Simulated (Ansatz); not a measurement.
# C₂H₂Br₂Cl₂: small, medium and large basis sets

How large a basis does C₂H₂Br₂Cl₂ need? Two functionals are run in growing sets.

Program: Ansatz 0.2.0, Gaussian basis. Level of theory: one geometry, several basis sets. These are calculated values, not measurements.

Plan: PBE0-D4/def2-SVP; ωB97M-V/def2-SVP; PBE0-D4/def2-QZVPP; ωB97M-V/def2-QZVPP; the functionals' def2-TZVPP values are taken from earlier runs.

### 1 The relaxed structure

All runs share one geometry, relaxed beforehand with PBE0-D4 in a triple-zeta def2 set.

SMILES `Cl[C@H](Br)[C@H](Cl)Br`, 8 atoms, charge 0, spin multiplicity 1.

Atoms are counted from 1 here; the program's logs count them from 0.

Bond lengths: Cl1–C2 1.763 Å, C2–Br3 1.937 Å, C2–C4 1.522 Å, C2–H7 1.087 Å, C4–Cl5 1.763 Å, C4–Br6 1.937 Å, C4–H8 1.087 Å. Angles: Cl1–C2–Br3 109.5°, Cl1–C2–C4 110.6°, Cl1–C2–H7 108.3°, Br3–C2–C4 110.4°, Br3–C2–H7 106.9°, C4–C2–H7 111.0°, C2–C4–Cl5 110.6°, C2–C4–Br6 110.4°, C2–C4–H8 111.0°, Cl5–C4–Br6 109.5°, Cl5–C4–H8 108.3°, Br6–C4–H8 106.9°.

### 2 PBE0-D4 in def2-SVP

Input file in.yaml:

```yaml
crystal:
  periodic: [false, false, false]
  atoms:
    - {symbol: Cl, position_ang: [-1.906000, -0.842590, -0.629099]}
    - {symbol: C, position_ang: [-0.405507, 0.082267, -0.639509]}
    - {symbol: Br, position_ang: [0.696488, -0.490532, -2.126403]}
    - {symbol: C, position_ang: [0.341249, -0.094014, 0.674458]}
    - {symbol: Cl, position_ang: [-0.679013, 0.370124, 2.034823]}
    - {symbol: Br, position_ang: [1.956650, 0.975443, 0.683646]}
    - {symbol: H, position_ang: [-0.650298, 1.127201, -0.812289]}
    - {symbol: H, position_ang: [0.646451, -1.127908, 0.814384]}
basis:
  gaussian: {orbitals: def2-SVP}
hamiltonian: {xc: pbe0, dispersion: d4}
output: {orbitals: {seedname: orbitals}}
```

The run is started by

```bash
> ansatz run in.yaml --threads 2 --pin off --events-out ev --progress --plain --max-ram 22528MiB --backend cpu
```

The runs that follow: ωB97M-V in def2-SVP; PBE0-D4 in def2-QZVPP; ωB97M-V in def2-QZVPP.

Before running them: what should the planned runs give, taken together? Wanted: PBE0-D4: double and triple zeta above quadruple; ωB97M-V: double and triple zeta above quadruple.

**Answer**, as computed:

| quantity | value |
| --- | --- |
| PBE0-D4: double and triple zeta above quadruple | 31.75, 3.71 eV |
| ωB97M-V: double and triple zeta above quadruple | 31.50, 3.57 eV |

**Reading.** PBE0-D4 gains 28.04 eV from double to triple zeta, then 3.71 eV more. Total energies overstate the basis error of differences, where much of it tends to cancel. The LUMO of ωB97M-V is positive and keeps falling with the basis (1.35 to 0.84 eV): an unbound level that the basis holds in place.
